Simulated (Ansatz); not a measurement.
# H4InNOS: inversion of the pyramid at N1

How high is the barrier for the inversion of the pyramid at N1? Relax the two ends, then run a nudged elastic band between them. SMILES of the start: [NH2][In]([OH])[SH].

Program: Ansatz 0.2.0. Level of theory: RKS PBE0-D4/def2-SVP. These are calculated values, not measurements.

## Step 1: Starting point

Bond lengths: N1–In2 2.058 Å, In2–O3 1.952 Å, In2–S4 2.417 Å, N1–H5 1.017 Å, N1–H6 1.016 Å, O3–H7 0.957 Å, S4–H8 1.324 Å. Angles: N1–In2–O3 116.3°, N1–In2–S4 123.8°, O3–In2–S4 119.4°, In2–N1–H5 111.4°, In2–N1–H6 106.4°, H5–N1–H6 106.4°, In2–O3–H7 115.7°, In2–S4–H8 90.8°.

Coordinates:

```xyz
8

N    -0.7743    1.4292   -0.6283
In    0.2206   -0.1889    0.1639
O     1.8785    0.1967    1.1188
S    -0.6843   -2.4291    0.2170
H    -0.9396    1.3114   -1.6246
H    -0.1492    2.2247   -0.5333
H     2.2812   -0.5462    1.5673
H    -1.8330   -1.9977   -0.2808
```

## Step 2: End point A

Contents of input.yaml:

```yaml
crystal:
  periodic: [false, false, false]
  atoms:
    - { symbol: "N", position_ang: [-0.77428, 1.4292, -0.6283] }
    - { symbol: In, position_ang: [0.22063, -0.18892, 0.16391] }
    - { symbol: O, position_ang: [1.87853, 0.19668, 1.11878] }
    - { symbol: S, position_ang: [-0.68426, -2.42911, 0.21697] }
    - { symbol: H, position_ang: [-0.93964, 1.31135, -1.62456] }
    - { symbol: H, position_ang: [-0.1492, 2.22474, -0.53327] }
    - { symbol: H, position_ang: [2.28123, -0.54621, 1.56728] }
    - { symbol: H, position_ang: [-1.83301, -1.99772, -0.28082] }
basis:
  gaussian: { orbitals: def2-SVP }
hamiltonian:
  xc: pbe0
  dispersion: d4
relax:
  f_tol: 0.015
  max_steps: 40
output:
  orbitals: {}
```

Run with:

```
> ansatz run input.yaml --threads 1 --pin off --max-ram 2048MiB --backend cpu --events-out ev --progress --plain --runs-dir out
```

Output, shortened:

```text
Warning: RAYON_NUM_THREADS=1 ignored (pool sized by the plan → 1); use --threads N
[...]
Functional definition: PBE0
[...]
1056 factors; integrals over basis functions are off by at most 4.0e-4 eV
[...]
mean field -19598.61560835 eV, -720.2358391880 hartree, gradient 2.5e-5 eV, S^2 0.000000; 0 other end points of the search recorded, 0 dependent functions left out
[...]
reference -19598.61564253 eV, -720.2358404441 hartree; 28, 28 occupied and 64, 64 virtual orbitals, 1056 factors
relax step   1: F+E_penalty+E_count = -19598.74736795 eV  Δ(F+E_penalty+E_count) = +0.000e0 eV  max|allowed force component| = 9.801e-1 eV/Å  Δτ_max = 0.0000 Å  (27 SCF iters, accepted)
[...]
relax step   7: F+E_penalty+E_count = -19598.81716214 eV  Δ(F+E_penalty+E_count) = -1.100e-3 eV  max|allowed force component| = 9.116e-2 eV/Å  Δτ_max = 0.0260 Å  (31 SCF iters, accepted)
[...]
relax step   8: F+E_penalty+E_count = -19598.81760591 eV  Δ(F+E_penalty+E_count) = -4.438e-4 eV  max|allowed force component| = 1.471e-2 eV/Å  Δτ_max = 0.0413 Å  (30 SCF iters, accepted)
1056 factors; integrals over basis functions are off by at most 3.5e-4 eV
mean field -19598.68551957 eV, -720.2384083781 hartree, gradient 8.3e-6 eV, S^2 0.000000; 1 other end points of the search recorded, 0 dependent functions left out
[...]
reference -19598.68555335 eV, -720.2384096194 hartree; 28, 28 occupied and 64, 64 virtual orbitals, 1056 factors
Total energy: -19598.81763969 eV, -720.2432637029 hartree
Atom 0 at    -0.681452     1.441952    -0.607439 Å, force     0.009500     0.012222    -0.002665 eV/Å
Atom 1 at     0.243811    -0.166623     0.202385 Å, force     0.010757    -0.002965     0.014710 eV/Å
Atom 2 at     1.942723     0.186863     1.187644 Å, force    -0.008631     0.003409    -0.001363 eV/Å
Atom 3 at    -0.682389    -2.383739     0.224516 Å, force    -0.001988    -0.006341    -0.005829 eV/Å
Atom 4 at    -1.230688     1.271430    -1.445642 Å, force    -0.005674     0.001653    -0.001555 eV/Å
Atom 5 at    -0.070462     2.238142    -0.775690 Å, force    -0.005110    -0.005022    -0.003978 eV/Å
Atom 6 at     2.277598    -0.591943     1.645556 Å, force    -0.000336    -0.002922    -0.002703 eV/Å
Atom 7 at    -1.799141    -1.996074    -0.431339 Å, force     0.001482    -0.000034     0.003383 eV/Å
Dipole moment:    -0.150904     0.028499    -0.342928 e Å
```

Run time: 45 s. Hardware: 1 thread of Arm Neoverse V1, shared host; peak memory 0.2 GiB.

Step by step:

| step | energy from step 1 (eV) | largest force component (eV/Å) |
| --- | --- | --- |
| 1 | 0.0000 | 0.9801 |
| 2 | -0.0086 | 1.0546 |
| 3 | -0.0453 | 0.5268 |
| 4x | -0.0070 | 0.7800 |
| 5 | -0.0674 | 0.2224 |
| 6 | -0.0687 | 0.1197 |
| 7 | -0.0698 | 0.0912 |
| 8 | -0.0702 | 0.0147 |

Step 1 is the start. 1 step was tried and not accepted (marked x).

After: Bond lengths: N1–In2 2.025 Å, In2–O3 1.995 Å, In2–S4 2.403 Å, N1–H5 1.017 Å, N1–H6 1.018 Å, O3–H7 0.964 Å, S4–H8 1.352 Å. Angles: N1–In2–O3 116.5°, N1–In2–S4 124.1°, O3–In2–S4 119.1°, In2–N1–H5 116.3°, In2–N1–H6 114.4°, H5–N1–H6 108.6°, In2–O3–H7 112.8°, In2–S4–H8 92.8°.

## Step 3: End point B

The second end starts from a geometry with the move made by hand.

input.yaml: that of step 2 with these lines changed.

```diff
@@ -7,4 +7,4 @@
     - { symbol: S, position_ang: [-0.68426, -2.42911, 0.21697] }
-    - { symbol: H, position_ang: [-0.93964, 1.31135, -1.62456] }
-    - { symbol: H, position_ang: [-0.1492, 2.22474, -0.53327] }
+    - { symbol: H, position_ang: [-1.67713, 1.15887, -1.00981] }
+    - { symbol: H, position_ang: [-0.96682, 2.0557, 0.14828] }
     - { symbol: H, position_ang: [2.28123, -0.54621, 1.56728] }
```

Run with:

```
> ansatz run input.yaml --threads 1 --pin off --max-ram 2048MiB --backend cpu --events-out ev --progress --plain --runs-dir out
```

Output, shortened:

```text
Warning: RAYON_NUM_THREADS=1 ignored (pool sized by the plan → 1); use --threads N
[...]
[... 1 set-up line as earlier in the session ...]
[...]
1057 factors; integrals over basis functions are off by at most 3.0e-4 eV
[...]
mean field -19598.56378070 eV, -720.2339345570 hartree, gradient 3.6e-5 eV, S^2 0.000000; 0 other end points of the search recorded, 0 dependent functions left out
[...]
reference -19598.56381498 eV, -720.2339358168 hartree; 28, 28 occupied and 64, 64 virtual orbitals, 1057 factors
relax step   1: F+E_penalty+E_count = -19598.69604895 eV  Δ(F+E_penalty+E_count) = +0.000e0 eV  max|allowed force component| = 9.282e-1 eV/Å  Δτ_max = 0.0000 Å  (27 SCF iters, accepted)
[...]
relax step   3: F+E_penalty+E_count = -19598.74688540 eV  Δ(F+E_penalty+E_count) = +1.465e-2 eV  max|allowed force component| = 1.361e0 eV/Å  Δτ_max = 0.1947 Å  (29 SCF iters, rejected (line search))
[...]
reference -19598.68568457 eV, -720.2384144418 hartree; 28, 28 occupied and 64, 64 virtual orbitals, 1057 factors
Total energy: -19598.81774809 eV, -720.2432676864 hartree
Atom 0 at    -0.866495     1.336249    -0.591438 Å, force     0.007100    -0.003277    -0.000934 eV/Å
Atom 1 at     0.085051    -0.198695     0.323880 Å, force    -0.002997     0.000652    -0.001305 eV/Å
Atom 2 at     1.829940     0.230442     1.190643 Å, force     0.002829    -0.007852     0.002122 eV/Å
Atom 3 at    -0.653359    -2.484658     0.245066 Å, force     0.000446    -0.003255     0.001980 eV/Å
Atom 4 at    -1.879152     1.271551    -0.649613 Å, force    -0.004193     0.001756     0.002083 eV/Å
Atom 5 at    -0.617765     2.258211    -0.240653 Å, force    -0.002366     0.001874    -0.000655 eV/Å
Atom 6 at     2.281154    -0.552082     1.526447 Å, force    -0.003517     0.006557    -0.002645 eV/Å
Atom 7 at    -1.734485    -2.182528    -0.508041 Å, force     0.002698     0.003545    -0.000645 eV/Å
Dipole moment:    -0.371502     0.083042     0.019828 e Å
```

It took 61 s on 1 thread of Arm Neoverse V1, shared host; peak memory 0.2 GiB.

The steps of the relaxation:

| step | energy from step 1 (eV) | largest force component (eV/Å) |
| --- | --- | --- |
| 1 | 0.0000 | 0.9282 |
| 2 | -0.0655 | 0.6787 |
| 3x | -0.0508 | 1.3607 |
| 4 | -0.0988 | 0.2260 |
| 5 | -0.1114 | 0.1397 |
| 6 | -0.1197 | 0.0671 |
| 7 | -0.1211 | 0.0501 |
| 8x | -0.1202 | 0.2143 |
| 9 | -0.1216 | 0.0317 |
| 10x | -0.1215 | 0.0289 |
| 11 | -0.1217 | 0.0079 |

Step 1 is the start. 3 steps were tried and not accepted (marked x).

After: Bond lengths: N1–In2 2.025 Å, In2–O3 1.995 Å, In2–S4 2.404 Å, N1–H5 1.016 Å, N1–H6 1.017 Å, O3–H7 0.964 Å, S4–H8 1.352 Å. Angles: N1–In2–O3 116.4°, N1–In2–S4 124.2°, O3–In2–S4 119.2°, In2–N1–H5 116.5°, In2–N1–H6 114.6°, H5–N1–H6 108.7°, In2–O3–H7 112.7°, In2–S4–H8 92.9°.

## Step 4: The band

crystal.atoms is end A as relaxed above, and neb.final_atoms is end B, turned to lie on A. With 7 inner images the band has 9 in all.

Contents of input.yaml:

```yaml
crystal:
  periodic: [false, false, false]
  atoms:
    - { symbol: "N", position_ang: [-0.681452, 1.441952, -0.607439] }
    - { symbol: In, position_ang: [0.243811, -0.166623, 0.202385] }
    - { symbol: O, position_ang: [1.942723, 0.186863, 1.187644] }
    - { symbol: S, position_ang: [-0.682389, -2.383739, 0.224516] }
    - { symbol: H, position_ang: [-1.230688, 1.27143, -1.445642] }
    - { symbol: H, position_ang: [-0.070462, 2.238142, -0.77569] }
    - { symbol: H, position_ang: [2.277598, -0.591943, 1.645556] }
    - { symbol: H, position_ang: [-1.799141, -1.996074, -0.431339] }
basis:
  gaussian: { orbitals: def2-SVP }
hamiltonian:
  xc: pbe0
  dispersion: d4
neb:
  order_check: false
  images: 7
  f_tol: 0.05
  max_iterations: 57
  initial_path: idpp
  final_atoms:
    - { symbol: "N", position_ang: [-0.43251044, 1.3274699, -0.98223949] }
    - { symbol: In, position_ang: [0.2428048, -0.16440046, 0.20837887] }
    - { symbol: O, position_ang: [1.94103374, 0.1879345, 1.19425554] }
    - { symbol: S, position_ang: [-0.75266744, -2.34859792, 0.33249282] }
    - { symbol: H, position_ang: [-1.43625113, 1.36393288, -1.13786543] }
    - { symbol: H, position_ang: [-0.10833339, 2.25613964, -0.72260047] }
    - { symbol: H, position_ang: [2.26360853, -0.58645514, 1.66856389] }
    - { symbol: H, position_ang: [-1.71768467, -2.03601539, -0.56099474] }
```

Run with:

```
> ansatz run input.yaml --threads 1 --pin off --max-ram 2048MiB --backend cpu --events-out ev --progress --plain --runs-dir out
```

Output, shortened:

```text
Warning: RAYON_NUM_THREADS=1 ignored (pool sized by the plan → 1); use --threads N
[...]
[... 1 set-up line as earlier in the session ...]
[...]
1058 factors; integrals over basis functions are off by at most 2.4e-4 eV
[...]
mean field -19598.68552254 eV, -720.2384084871 hartree, gradient 2.7e-5 eV, S^2 0.000000; 0 other end points of the search recorded, 0 dependent functions left out
[...]
reference -19598.68555631 eV, -720.2384097283 hartree; 28, 28 occupied and 64, 64 virtual orbitals, 1058 factors
1058 factors; integrals over basis functions are off by at most 3.1e-4 eV
[...]
mean field -19598.68565282 eV, -720.2384132750 hartree, gradient 2.7e-5 eV, S^2 0.000000; 0 other end points of the search recorded, 0 dependent functions left out
[...]
reference -19598.68568656 eV, -720.2384145146 hartree; 28, 28 occupied and 64, 64 virtual orbitals, 1058 factors
[...]
NEB iter   5: max|band force component| = 1.287e-2 eV/Å  barrier→ = 0.0267 eV  barrier← = 0.0268 eV  CI = image 4  Δτ_max = 0.0000 Å  (384 SCF iters)
Total energy: -19598.79094254 eV, -720.2422826008 hartree
Atom 0 at    -0.483034     1.345287    -0.832290 Å, force     0.001125    -0.004061     0.001978 eV/Å
Atom 1 at     0.245755    -0.178432     0.235824 Å, force    -0.000550     0.006531    -0.001305 eV/Å
Atom 2 at     1.915439     0.193886     1.260784 Å, force    -0.000792    -0.001750    -0.000312 eV/Å
Atom 3 at    -0.768601    -2.352879     0.331792 Å, force    -0.003873    -0.000724    -0.002068 eV/Å
Atom 4 at    -1.320609     1.305398    -1.397101 Å, force    -0.000023    -0.001707    -0.000590 eV/Å
Atom 5 at    -0.036435     2.253023    -0.859153 Å, force     0.000382     0.001815     0.000592 eV/Å
Atom 6 at     2.220908    -0.572514     1.758295 Å, force     0.001025     0.000570    -0.000161 eV/Å
Atom 7 at    -1.773423    -1.993761    -0.498159 Å, force     0.002706    -0.000674     0.001865 eV/Å
Dipole moment:    -0.274075     0.093220    -0.224465 e Å
this run last wrote the band of iteration 5 to <dir>
```

Run time: 3.3 min. Hardware: 1 thread of Arm Neoverse V1, shared host; peak memory 0.2 GiB.

## Step 5: Images and barrier

The 7 inner images lie between the fixed ends 0 and 8. Energy is taken from image 0, and the path length is the program's own coordinate along the band.

| image | path (Å) | energy (eV) | sum of angles at N1 (°) | band force (eV/Å) |
| --- | --- | --- | --- | --- |
| 0 | 0.000 | 0.0000 | 339.4 | - |
| 1 | 0.102 | 0.0004 | 341.3 | 0.013 |
| 2 | 0.204 | 0.0074 | 349.8 | 0.010 |
| 3 | 0.306 | 0.0204 | 357.3 | 0.012 |
| 4* | 0.408 | 0.0267 | 360.0 | 0.007 |
| 5 | 0.500 | 0.0214 | 357.8 | 0.009 |
| 6 | 0.593 | 0.0097 | 351.5 | 0.010 |
| 7 | 0.685 | 0.0012 | 343.1 | 0.010 |
| 8 | 0.777 | -0.0001 | 339.8 | - |

The star marks the climbing image.

image, energy (eV) and a bar:
```
        0      0.000 
        1      0.000 #
        2      0.007 ########
        3      0.020 #######################
        4      0.027 ##############################
        5      0.021 ########################
        6      0.010 ###########
        7      0.001 ##
        8      0.000
```

The top of the band by iteration:

| iteration | highest image above image 0 (eV) | largest band force (eV/Å) |
| --- | --- | --- |
| 1 | 0.0364 | 0.415 |
| 2 | 0.0276 | 0.089 |
| 3 | 0.0275 | 0.116 |
| 4 | 0.0268 | 0.057 |
| 5 | 0.0267 | 0.013 |

Positions of all images (Å):

```xyz
8
image=0 dE=0.0000
N    -0.681    1.442   -0.607
In    0.244   -0.167    0.202
O     1.943    0.187    1.188
S    -0.682   -2.384    0.225
H    -1.231    1.271   -1.446
H    -0.070    2.238   -0.776
H     2.278   -0.592    1.646
H    -1.799   -1.996   -0.431
8
image=1 dE=0.0004
N    -0.655    1.444   -0.623
In    0.242   -0.164    0.215
O     1.933    0.188    1.214
S    -0.704   -2.373    0.253
H    -1.263    1.272   -1.419
H    -0.037    2.221   -0.841
H     2.265   -0.593    1.671
H    -1.782   -1.996   -0.471
8
image=2 dE=0.0074
N    -0.603    1.416   -0.677
In    0.251   -0.174    0.215
O     1.931    0.186    1.229
S    -0.735   -2.364    0.292
H    -1.293    1.288   -1.408
H    -0.030    2.232   -0.864
H     2.248   -0.586    1.709
H    -1.770   -1.999   -0.497
8
image=3 dE=0.0204
N    -0.542    1.379   -0.751
In    0.251   -0.180    0.224
O     1.924    0.189    1.246
S    -0.754   -2.359    0.314
H    -1.310    1.299   -1.405
H    -0.032    2.247   -0.864
H     2.235   -0.580    1.736
H    -1.771   -1.996   -0.499
8
image=4 dE=0.0267
N    -0.483    1.345   -0.832
In    0.246   -0.178    0.236
O     1.915    0.194    1.261
S    -0.769   -2.353    0.332
H    -1.321    1.305   -1.397
H    -0.036    2.253   -0.859
H     2.221   -0.573    1.758
H    -1.773   -1.994   -0.498
8
image=5 dE=0.0214
N    -0.431    1.320   -0.911
In    0.238   -0.173    0.243
O     1.905    0.199    1.274
S    -0.781   -2.345    0.351
H    -1.323    1.307   -1.387
H    -0.038    2.251   -0.853
H     2.205   -0.565    1.778
H    -1.774   -1.994   -0.496
8
image=6 dE=0.0097
N    -0.382    1.298   -0.990
In    0.232   -0.165    0.244
O     1.892    0.205    1.286
S    -0.795   -2.333    0.375
H    -1.321    1.306   -1.372
H    -0.039    2.242   -0.846
H     2.186   -0.556    1.799
H    -1.773   -1.996   -0.496
8
image=7 dE=0.0012
N    -0.341    1.283   -1.064
In    0.230   -0.159    0.233
O     1.878    0.212    1.293
S    -0.814   -2.317    0.408
H    -1.315    1.306   -1.349
H    -0.033    2.225   -0.841
H     2.160   -0.542    1.822
H    -1.766   -2.008   -0.501
8
image=8 dE=-0.0001
N    -0.363    1.287   -1.061
In    0.230   -0.159    0.227
O     1.889    0.211    1.272
S    -0.811   -2.318    0.404
H    -1.358    1.333   -1.263
H    -0.034    2.222   -0.829
H     2.175   -0.546    1.795
H    -1.728   -2.031   -0.546
```

## Step 6: Frequencies at the highest image

The geometry is the highest inner image of the first converged band.

Contents of input.yaml:

```yaml
crystal:
  periodic: [false, false, false]
  atoms:
    - { symbol: "N", position_ang: [-0.483034, 1.345287, -0.83229] }
    - { symbol: In, position_ang: [0.245755, -0.178432, 0.235824] }
    - { symbol: O, position_ang: [1.915439, 0.193886, 1.260784] }
    - { symbol: S, position_ang: [-0.768601, -2.352879, 0.331792] }
    - { symbol: H, position_ang: [-1.320609, 1.305398, -1.397101] }
    - { symbol: H, position_ang: [-0.036435, 2.253023, -0.859153] }
    - { symbol: H, position_ang: [2.220908, -0.572514, 1.758295] }
    - { symbol: H, position_ang: [-1.773423, -1.993761, -0.498159] }
basis:
  gaussian: { orbitals: def2-SVP }
hamiltonian:
  xc: pbe0
  dispersion: d4
phonons: {}
```

Run with:

```
> ansatz run input.yaml --threads 1 --pin off --max-ram 2048MiB --backend cpu --events-out ev --progress --plain --runs-dir out
```

Output, shortened:

```text
Warning: RAYON_NUM_THREADS=1 ignored (pool sized by the plan → 1); use --threads N
[...]
[... 1 set-up line as earlier in the session ...]
[...]
1059 factors; integrals over basis functions are off by at most 3.2e-4 eV
[...]
mean field -19598.65831768 eV, -720.2374087270 hartree, gradient 1.8e-5 eV, S^2 0.000000; 0 other end points of the search recorded, 0 dependent functions left out
[...]
reference -19598.65835090 eV, -720.2374099479 hartree; 28, 28 occupied and 64, 64 virtual orbitals, 1059 factors
[...]
1059 factors; integrals over basis functions are off by at most 3.2e-4 eV
mean field -19598.65816567 eV, -720.2374031409 hartree, gradient 1.6e-6 eV, S^2 0.000000; 0 other end points of the search recorded, 0 dependent functions left out
[...]
reference -19598.65819890 eV, -720.2374043620 hartree; 28, 28 occupied and 64, 64 virtual orbitals, 1059 factors
[...]
1059 factors; integrals over basis functions are off by at most 3.1e-4 eV
[...]
WARN: phonons: modes at or below zero, which the zero-point energy, F, S and C_V leave out: 1, the lowest at -304.88 cm⁻¹. A minimum has none, and a first-order saddle one
[...]
Total energy: -19598.79095320 eV, -720.2422829925 hartree
Atom 0 at    -0.483034     1.345287    -0.832290 Å, force     0.001164    -0.004203     0.002054 eV/Å
Atom 1 at     0.245755    -0.178432     0.235824 Å, force    -0.000520     0.006690    -0.001341 eV/Å
Atom 2 at     1.915439     0.193886     1.260784 Å, force    -0.000834    -0.001754    -0.000339 eV/Å
Atom 3 at    -0.768601    -2.352879     0.331792 Å, force    -0.003891    -0.000747    -0.002073 eV/Å
Atom 4 at    -1.320609     1.305398    -1.397101 Å, force    -0.000030    -0.001706    -0.000593 eV/Å
Atom 5 at    -0.036435     2.253023    -0.859153 Å, force     0.000392     0.001828     0.000595 eV/Å
Atom 6 at     2.220908    -0.572514     1.758295 Å, force     0.001027     0.000570    -0.000160 eV/Å
Atom 7 at    -1.773423    -1.993761    -0.498159 Å, force     0.002693    -0.000677     0.001858 eV/Å
Dipole moment:    -0.274075     0.093219    -0.224464 e Å
Vibrations: -304.88 98.64 127.43 134.69 138.85 245.05 295.53 349.44 607.01 641.32 655.43 703.12 815.45 1495.33 2713.75 3630.76 3752.24 3902.83 cm⁻¹, zero-point energy 1.258866 eV
```

Wall time 2.5 min (1 thread of Arm Neoverse V1, shared host); peak memory 0.2 GiB.

Of 18 modes, 1 is imaginary by more than 30 cm⁻¹ (305i cm⁻¹).

## Step 7: Results

| quantity | value |
| --- | --- |
| end A | 6 moves, 0.070 eV lower |
| end B | 7 moves, 0.122 eV lower |
| barrier forwards | 0.027 eV |
| barrier backwards | 0.027 eV |
| second end relative to first | 0.000 eV |
| highest image | 4 of 0 to 8, climbing |
| band iterations | 5 |
| imaginary modes at the top | 305i cm⁻¹ |

What this shows: Along this path the system climbs 0.027 eV from the first end (1.0 kT at 300 K). The ends differ by 1 meV at most. One imaginary mode, as a first-order saddle point has. Zero-point energy and entropy are left out. Tunnelling, which matters where hydrogen moves, is missing too.
